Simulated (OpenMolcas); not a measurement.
# singlet GeSiH4F−: levels of theory compared

We compute a comparison of 6 runs (B3LYP/def2-SVPD, BHLYP/def2-SVPD, BLYP/def2-SVPD, TPSS/def2-SVPD, r2SCAN/def2-SVPD, MP2/def2-SVPD) of singlet GeSiH4F−. 

The results are computed with OpenMolcas 26.06.

1 further run of the same task is left out (set aside as unsound or not needed).

### Step 1. The system as given

GeSiH4F− has 7 atoms, charge -1, and is taken as a singlet. SMILES of the parent species: `F[SiH][GeH3]`. The shape is that of a PBE0-D4/def2-TZVP optimisation. That shape belongs to the parent species and isn't relaxed for this state.

Bond lengths: F1–Si2 1.610 Å, Si2–Ge3 2.386 Å, Si2–H4 1.494 Å, Ge3–H5 1.538 Å, Ge3–H6 1.535 Å, Ge3–H7 1.540 Å. Angles: F1–Si2–Ge3 110.1°, F1–Si2–H4 106.6°, Ge3–Si2–H4 113.1°, Si2–Ge3–H5 107.6°, Si2–Ge3–H6 109.9°, Si2–Ge3–H7 112.2°, H5–Ge3–H6 109.0°, H5–Ge3–H7 109.1°, H6–Ge3–H7 109.0°.

### Step 2. A single-point energy at B3LYP/def2-SVPD (run 1)

Contents of input.xyz:

```xyz
7

F     -0.828200    -1.797600     1.409500
Si    -0.880400    -1.140500    -0.059400
Ge     0.333800     0.913400    -0.081600
H     -0.325400    -2.158700    -1.001700
H      0.289700     1.465200    -1.516000
H     -0.331000     1.924700     0.863100
H      1.802700     0.725500     0.340400
```

Contents of run.inp:

```
>>> EXPORT MOLCAS_PRINT=2

&GATEWAY
 BASLIB = $CurrDir
 COORD = input.xyz
 BASIS = def2-SVPD
 GROUP = NoSym

&SEWARD
 GRIDINPUT
 Grid=UltraFine
 End of Grid

&SCF
 CHARGE = -1
 KSDFT = B3LYP
 THRESHOLDS = 1e-10 1e-07 1e-07 1e-05
 PRORBITALS = 1 2
```

The basis set def2-SVPD is read from a file made from the Basis Set Exchange's data (not shown).

Run with:

```bash
$ export MOLCAS_MEM=1860
$ pymolcas run.inp > run.log
```

Standard output:

```text
--- Start Module: gateway ---
[...]
--- Stop Module: gateway /rc=_RC_ALL_IS_WELL_ ---
--- Start Module: seward ---
[...]
      Basis functions          117
--- Stop Module: seward /rc=_RC_ALL_IS_WELL_ ---
[...]
--- Start Module: scf ---
[...]
       Convergence after  18 Iterations
[...]
::    Total KS-DFT energy                           -2468.4292043073
[...]
      Total spin, S                                     0.0000000000
[...]
      Total electronic charge=   60.000000
      Total            charge=   -1.000000
[...]
      Dipole Moment (debye):
      Origin of the operator (angstrom)=   -0.1140    0.0275    0.1422
                   X=  2.7950E+00               Y=  2.8959E+00               Z=  5.2899E-01           Total=  4.0593E+00
      Center of Charge (angstrom)
[...]
--- Stop Module: scf /rc=_RC_ALL_IS_WELL_ ---
[...]
```

Run time: 47 s. Hardware: 1 thread of Arm Neoverse V2, shared host; peak memory 0.72 GiB.

### Step 3. The energy at BHLYP/def2-SVPD (run 2)

Contents of mol.input:

```
* FGeH4Si Kohn-Sham DFT

&GATEWAY
 BasLib
 $CurrDir
 Coord
 7
 angstrom
 F       -0.828200      -1.797600       1.409500
 Si      -0.880400      -1.140500      -0.059400
 Ge       0.333800       0.913400      -0.081600
 H       -0.325400      -2.158700      -1.001700
 H        0.289700       1.465200      -1.516000
 H       -0.331000       1.924700       0.863100
 H        1.802700       0.725500       0.340400
 Basis
 def2-SVPD
 Group
 NoSym

&SEWARD
 GridInput
 Grid=UltraFine
 End of Grid

&SCF
 Charge
 -1
 KSDFT
 HYB_GGA_XC_BHANDHLYP
 Thresholds
 1e-10 1e-07 1e-07 1e-05
 PrOrbitals
 1
```

The basis set def2-SVPD is read from a file made from the Basis Set Exchange's data (not shown).

Run with:

```bash
$ export MOLCAS_MEM=1860
$ pymolcas mol.input > mol.log
```

Standard output:

```text
--- Start Module: gateway ---
[...]
--- Stop Module: gateway /rc=_RC_ALL_IS_WELL_ ---
--- Start Module: seward ---
[...]
      Basis functions          117
--- Stop Module: seward /rc=_RC_ALL_IS_WELL_ ---
[...]
--- Start Module: scf ---
[...]
       Convergence after  17 Iterations
[...]
::    Total KS-DFT energy                           -2468.2938687841
[...]
      Total spin, S                                     0.0000000000
[...]
      Total electronic charge=   60.000000
      Total            charge=   -1.000000
[...]
      Dipole Moment (debye):
      Origin of the operator (angstrom)=   -0.1140    0.0275    0.1422
                   X=  3.0764E+00               Y=  3.1498E+00               Z=  5.0425E-01           Total=  4.4316E+00
      Center of Charge (angstrom)
[...]
--- Stop Module: scf /rc=_RC_ALL_IS_WELL_ ---
[...]
```

Run time: 45 s. Hardware: 1 thread of Arm Neoverse V2, shared host; peak memory 0.72 GiB.

Runs 3 to 5 aren't shown in full; the table further down has their settings and results.

### Step 4. The energy at MP2/def2-SVPD (run 6)

Contents of run.inp:

```
&gateway
  baslib = $CurrDir
  coord
  7
  bohr
  F     -1.56507118    -3.39697168     2.66356897
  Si    -1.66371488    -2.15523265    -0.11224973
  Ge     0.63079058     1.72607584    -0.15420165
  H     -0.61491688    -4.07935179    -1.89293866
  H      0.54745366     2.76882672    -2.86482480
  H     -0.62549935     3.63715587     1.63102262
  H      3.40660928     1.37099630     0.64326277
  basis = def2-SVPD
  group = NoSym

&seward

&scf
  charge = -1
  thresholds = 1e-10 1e-07 1e-07 1e-05
  prorbitals = 1

&mbpt2
  frozen = 15
```

The basis set def2-SVPD is read from a file made from the Basis Set Exchange's data (not shown).

Run with:

```bash
$ export MOLCAS_MEM=1860
$ pymolcas run.inp > run.log
```

Standard output:

```text
--- Start Module: gateway ---
[...]
--- Stop Module: gateway /rc=_RC_ALL_IS_WELL_ ---
[...]
      Basis functions          117
[...]
--- Start Module: scf ---
[...]
       Convergence after  20 Iterations
[...]
::    Total SCF energy                              -2465.6502980948
[...]
      Total spin, S                                     0.0000000000
[...]
      Total electronic charge=   60.000000
      Total            charge=   -1.000000
[...]
      Dipole Moment (debye):
      Origin of the operator (angstrom)=   -0.1140    0.0275    0.1422
                   X=  3.5654E+00               Y=  3.4009E+00               Z=  5.9285E-01           Total=  4.9629E+00
      Center of Charge (angstrom)
[...]
--- Stop Module: scf /rc=_RC_ALL_IS_WELL_ ---
[...]
--- Start Module: mbpt2 ---
[...]
WARNING!
Default frozen orbitals as non valence orbitals is overwritten by user input.
Default values:  17
[...]
       Reference weight ( Cref**2 )         =        0.85252
::    Total MBPT2 energy                            -2466.2012601506
[...]
      Total MBPT2 calculations                           0.70      0.80
--- Stop Module: mbpt2 /rc=_RC_ALL_IS_WELL_ ---
[...]
```

Run time: 19 s. Hardware: 1 thread of Arm Neoverse V2, shared host; peak memory 0.72 GiB.

### Step 5. The series

| run | level | integration grid | frozen core orbitals | energy (Eh) | HOMO energy (eV) | LUMO energy (eV) | HOMO–LUMO gap (eV) | wall time |
| --- | --- | --- | --- | --- | --- | --- | --- | --- |
| 1 | B3LYP/def2-SVPD | UltraFine | – | -2468.429204 | 0.89 | 3.75 | 2.86 | 47 s |
| 2 | BHLYP/def2-SVPD | UltraFine | – | -2468.293869 | 0.04 | 4.43 | 4.39 | 45 s |
| 3 | BLYP/def2-SVPD | UltraFine | – | -2468.389138 | 1.68 | 3.44 | 1.76 | 59 s |
| 4 | TPSS/def2-SVPD | UltraFine | – | -2468.369349 | 1.53 | 3.60 | 2.06 | 72 s |
| 5 | r2SCAN/def2-SVPD | UltraFine | – | -2468.281445 | 1.49 | 3.95 | 2.46 | 77 s |
| 6 | MP2/def2-SVPD | – | 15 | -2466.201260 | -1.05 | 5.62 | 6.67 | 19 s |

### Step 6. Outcome

| quantity | value |
| --- | --- |
| run 6: total energy | -2466.20126 Eh |
| run 6: HOMO energy (Hartree–Fock orbitals) | -1.05 eV |
| run 6: LUMO energy (Hartree–Fock orbitals) | 5.62 eV |
| run 6: HOMO–LUMO gap (to an unbound level, set by the basis) | 6.67 eV |
| run 6: correlation energy (15 core orbitals frozen) | -551.0 mEh |

**Reading.** Over runs 1, 2, 3, 4, 5 the HOMO–LUMO gap runs from 1.76 eV (BLYP/def2-SVPD) to 4.39 eV (BHLYP/def2-SVPD). The empty levels of an anion lie above zero and hang on the basis. Totals of different functionals can't be ranked against each other. In runs 1, 2, 3, 4, 5 the HOMO lies above zero, so the outermost electron may be held by the basis alone. All runs together took 5.3 min, the longest 77 s.
